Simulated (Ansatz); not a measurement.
Crystal: Mg3Te.

```
CELL_PARAMETERS angstrom
-2.13936 2.13936 5.28249
2.13936 -2.13936 5.28249
2.13936 2.13936 -5.28249
ATOMIC_POSITIONS crystal
Te 0.00000 0.00000 0.00000
Mg 0.25000 0.75000 0.50000
Mg 0.75000 0.25000 0.50000
Mg 0.50000 0.50000 0.00000
```

The cell comes from a database or a generator and needn't be the stable form of this composition.

Base run:

```yaml
Program: Ansatz 0.2.0
Functional: PBE
Potentials_or_basis: all-electron LAPW, scalar-relativistic
Cutoff: 145 eV
Density_cutoff: 579 eV
Basis_error_allowed: 0.002 eV/atom
k_mesh: 9 × 9 × 9
Occupations: fermi-dirac, width 0.05 eV
Spin: no spin polarisation
```

Its results: pressure 0.1 GPa.

Problem. The run is repeated on the same cell with these changes: functional from PBE to PBEsol. What comes out?

Solution. Pressure -1.0 GPa.

PBEsol binds more tightly than PBE, so the same cell stands under less pressure.

Not every run made on this cell is shown here.
